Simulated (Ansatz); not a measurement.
# SnAu3: the cost of one run

Method: DFT r2SCAN, scalar-relativistic, plane waves, PAW, in Ansatz 0.2.0.

1 further run of the same task is left out (it didn't finish).

## Step 1: The structure to begin with

The structure is hexagonal, space group P6_3/mmc (No. 194). The conventional cell has a = 5.882 Å, b = 5.882 Å, c = 5.091 Å, α = 90.00°, β = 90.00°, γ = 120.00°. Sn (site symmetry -6m2) is surrounded by 12 Au at 2.94 to 3.07 Å. Au (site symmetry mm2) is surrounded by 8 Au at 2.92 to 3.05 Å and 4 Sn at 2.94 to 3.07 Å.

Coordinates:

```cif
data_structure
_symmetry_space_group_name_H-M 'P6_3/mmc'
_symmetry_Int_Tables_number 194
_cell_length_a 5.8818
_cell_length_b 5.8818
_cell_length_c 5.0909
_cell_angle_alpha 90.000
_cell_angle_beta 90.000
_cell_angle_gamma 120.000
_cell_volume 152.53
loop_
_atom_site_label
_atom_site_type_symbol
_atom_site_symmetry_multiplicity
_atom_site_Wyckoff_symbol
_atom_site_fract_x
_atom_site_fract_y
_atom_site_fract_z
_atom_site_occupancy
Sn1 Sn 2 d 0.33333 0.66667 0.75000 1
Au1 Au 6 h 0.16544 0.33089 0.25000 1
```

It goes back to an entry of the Materials Project, which need not be the stable form.

It is the result of an earlier relaxation at this level (volume 19.07 Å³/atom; gap on the mesh: none (metal)).

## Step 2: The cell scaled to 0.97 of its volume

File input.yaml:

```yaml
crystal:
  lattice:
    - [5.8223722648, 0.0, 0.0]
    - [-2.9111861324, 5.0423222916, 0.0]
    - [0.0, 0.0, 5.0394796326]
  atoms:
    - { symbol: Sn, position: [0.3333333333, 0.6666666667, 0.75] }
    - { symbol: Sn, position: [0.6666666667, 0.3333333333, 0.25] }
    - { symbol: Au, position: [0.1654442872, 0.3308885743, 0.25] }
    - { symbol: Au, position: [0.6691114257, 0.8345557128, 0.25] }
    - { symbol: Au, position: [0.1654442872, 0.8345557128, 0.25] }
    - { symbol: Au, position: [0.8345557128, 0.6691114257, 0.75] }
    - { symbol: Au, position: [0.3308885743, 0.1654442872, 0.75] }
    - { symbol: Au, position: [0.8345557128, 0.1654442872, 0.75] }
basis:
  ecutwfc: 500
kpoints:
  mp_grid: { grid: [6, 6, 8] }
hamiltonian:
  xc: r2scan
scf:
  occupations: { method: gaussian, width: 0.1 }
output:
  forces: true
  stress: true
  eigenvalues: true
relax:
  adjacent_minimum: "off"
  f_tol: 0.01
  max_steps: 30
  cell: { stress_tol: 0.1, fix: [volume] }
```

Run with:

```bash
ansatz run input.yaml --threads 2 --pin off --max-ram 5120MiB --backend cpu --events-out ev --progress --plain --runs-dir out
```

What time and memory should one allow on 2 threads of Intel Xeon at 2.50GHz (Skylake/Cascade Lake), shared host?

About 3.6 min, with a peak of 1.1 GiB.
